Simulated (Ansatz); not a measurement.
# C₅H₈CuFN₂: basis-set convergence

One table from this session's results is given with a row withheld; the runs are named, their logs left out.

The runs use Ansatz 0.2.0, Gaussian basis; one geometry, several basis sets.

The runs, in order: PBE0-D4/def2-SVP; ωB97M-V/def2-SVP; PBE0-D4/def2-QZVPP; ωB97M-V/def2-QZVPP; the functionals' def2-TZVPP values are taken from earlier runs.

## Structure used throughout

The geometry comes from an earlier relaxation with PBE0-D4 in a triple-zeta def2 set; it is a stationary point, not always the lowest conformer.

SMILES `Cn1ccn(C)[c+]1[Cu-][F]`, 17 atoms, charge 0, spin multiplicity 1.

Atoms are counted from 1 here; the program's logs count them from 0.

Bond lengths: C1–N2 1.444 Å, C1–H10 1.091 Å, C1–H11 1.091 Å, C1–H12 1.089 Å, N2–C3 1.374 Å, N2–C7 1.352 Å, C3–C4 1.350 Å, C3–H13 1.077 Å, C4–N5 1.374 Å, C4–H14 1.077 Å, N5–C6 1.444 Å, N5–C7 1.352 Å, C6–H15 1.091 Å, C6–H16 1.091 Å, C6–H17 1.089 Å, C7–Cu8 1.864 Å, Cu8–F9 1.773 Å. Angles: N2–C1–H10 110.5°, N2–C1–H11 110.4°, N2–C1–H12 108.1°, H10–C1–H11 109.4°, H10–C1–H12 109.2°, H11–C1–H12 109.3°, C1–N2–C3 124.5°, C1–N2–C7 124.0°, C3–N2–C7 111.5°, N2–C3–C4 106.5°, N2–C3–H13 122.7°, C4–C3–H13 130.8°, C3–C4–N5 106.5°, C3–C4–H14 130.8°, N5–C4–H14 122.7°, C4–N5–C6 124.5°, C4–N5–C7 111.5°, C6–N5–C7 124.0° and more.

Coordinates:

| atom | x (Å) | y (Å) | z (Å) |
| --- | --- | --- | --- |
| C1 | 2.10442 | -0.87455 | -0.87949 |
| N2 | 0.73243 | -0.46165 | -0.69824 |
| C3 | -0.25079 | -0.58848 | -1.64907 |
| C4 | -1.37962 | -0.08778 | -1.10329 |
| N5 | -1.04950 | 0.32958 | 0.16307 |
| C6 | -1.97618 | 0.92819 | 1.09508 |
| C7 | 0.25644 | 0.10586 | 0.43300 |
| Cu8 | 1.18557 | 0.49115 | 2.00235 |
| F9 | 2.06890 | 0.85749 | 3.49543 |
| H10 | 2.56749 | -0.31305 | -1.69264 |
| H11 | 2.15389 | -1.94181 | -1.10116 |
| H12 | 2.64225 | -0.67459 | 0.04582 |
| H13 | -0.06971 | -1.01743 | -2.61998 |
| H14 | -2.37423 | 0.00385 | -1.50558 |
| H15 | -2.78172 | 0.23130 | 1.33238 |
| H16 | -2.39904 | 1.84281 | 0.67634 |
| H17 | -1.43061 | 1.16913 | 2.00598 |

Set-up of the first run:

in.yaml

```yaml
crystal:
  periodic: [false, false, false]
  atoms:
    - {symbol: C, position_ang: [2.104425, -0.874549, -0.879492]}
    - {symbol: N, position_ang: [0.732432, -0.461646, -0.698242]}
    - {symbol: C, position_ang: [-0.250786, -0.588481, -1.649068]}
    - {symbol: C, position_ang: [-1.379624, -0.087775, -1.103295]}
    - {symbol: N, position_ang: [-1.049499, 0.329582, 0.163074]}
    - {symbol: C, position_ang: [-1.976183, 0.928189, 1.095077]}
    - {symbol: C, position_ang: [0.256438, 0.105858, 0.432995]}
    - {symbol: Cu, position_ang: [1.185571, 0.491152, 2.002350]}
    - {symbol: F, position_ang: [2.068900, 0.857487, 3.495426]}
    - {symbol: H, position_ang: [2.567488, -0.313045, -1.692636]}
    - {symbol: H, position_ang: [2.153890, -1.941810, -1.101155]}
    - {symbol: H, position_ang: [2.642252, -0.674593, 0.045820]}
    - {symbol: H, position_ang: [-0.069705, -1.017431, -2.619981]}
    - {symbol: H, position_ang: [-2.374229, 0.003849, -1.505577]}
    - {symbol: H, position_ang: [-2.781721, 0.231295, 1.332382]}
    - {symbol: H, position_ang: [-2.399039, 1.842809, 0.676339]}
    - {symbol: H, position_ang: [-1.430609, 1.169128, 2.005983]}
basis:
  gaussian: {orbitals: def2-SVP}
hamiltonian: {xc: pbe0, dispersion: d4}
output: {orbitals: {seedname: orbitals}}
```

The run is started by

```
> ansatz run in.yaml --threads 4 --pin off --events-out ev --progress --plain --max-ram 66560MiB --backend cpu
```

Steps of the session up to this table: PBE0-D4 in def2-SVP; ωB97M-V in def2-SVP; PBE0-D4 in def2-QZVPP; ωB97M-V in def2-QZVPP.

One table of the session follows, with a row left open; its other results are not shown here.

It belongs to the step «Density functionals: the series». 

```
functional       basis  HOMO (eV)  LUMO (eV)
   PBE0-D4    def2-SVP          ?          ?
   PBE0-D4  def2-TZVPP      -6.04      -0.31
   PBE0-D4  def2-QZVPP      -6.05      -0.47
   ωB97M-V    def2-SVP      -8.10       2.10
   ωB97M-V  def2-TZVPP      -8.55       1.71
   ωB97M-V  def2-QZVPP      -8.56       1.01
```

**Question.** Estimate the row for PBE0-D4, def2-SVP.

The run gave: HOMO (eV): -5.66; LUMO (eV): 0.01. In the column «HOMO (eV)» it is the highest.
